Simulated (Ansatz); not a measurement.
# BiB2N: a single-point run

The task is a single-point run on BiB2N. The structure is shown as the input types it. The cell is built on a prototype (ordering on zincblende) and needn't be the phase found in nature.

Computed with Ansatz 0.2.0 (density functional or hybrid calculation with the settings of its input, plane waves (as first typed), unless a step's input says otherwise).

6 further runs of the same task are left out: 2 for a known fault of the program, 4 that didn't finish.

## 1. The starting structure

It takes space group P-4m2 (No. 115, tetragonal). Conventional cell: a = 2.828 Å, b = 2.828 Å, c = 6.526 Å, α = 90.00°, β = 90.00°, γ = 90.00°. Around N (site symmetry -4m2) lie 4 B at 1.61 Å. Around B (site symmetry 2mm) lie 2 N at 1.61 Å. Bi (site symmetry -4m2) is surrounded by 4 Bi at 2.83 Å and 4 B at 2.87 Å.

Coordinates:

```xyz
4
Lattice="2.8283 0.0000 0.0000 0.0000 2.8283 0.0000 0.0000 0.0000 6.5261" Properties=species:S:1:pos:R:3 pbc="T T T"
N     0.0000    0.0000    0.0000
B     0.0000    1.4141    5.7554
Bi    1.4141    1.4141    3.2630
B     1.4141    0.0000    0.7707
```

## 2. The run

Contents of input.yaml:

```yaml
crystal:
  lattice:
    - [2.8282886573, 0.0, 0.0]
    - [0.0, 2.8282886573, 0.0]
    - [0.0, 0.0, 6.5260672313]
  atoms:
    - { symbol: "N", position: [0.0, 0.0, 0.0] }
    - { symbol: B, position: [0.0, 0.5, 0.8819061851] }
    - { symbol: Bi, position: [0.5, 0.5, 0.5] }
    - { symbol: B, position: [0.5, 0.0, 0.1180938149] }
kpoints:
  mp_grid: { grid: [6, 6, 4] }
hamiltonian:
  xc: r2scan
scf:
  occupations: { method: fermi_dirac, width: 0.02 }
  n_extra_bands: 5
  max_iter: 87
output:
  forces: true
  stress: true
  eigenvalues: true
basis:
  ecutwfc: 80
```

Command:

```console
ansatz run input.yaml --threads 4 --pin off --max-ram 3686MiB --backend cpu --events-out ev --progress --plain --runs-dir out
```

Q: Will this input give a usable result? If not, why, and what should change?

This run ends as converged, with warnings (cutoff below recommended). It gives a pressure of -23 GPa, which is large.

In the input, basis.ecutwfc is 80. The basis cutoff is far too low: the plane waves can't represent the orbitals near the cores. The potentials' recommended cutoff is 500 eV.

To check: delete basis.ecutwfc (the default then holds).
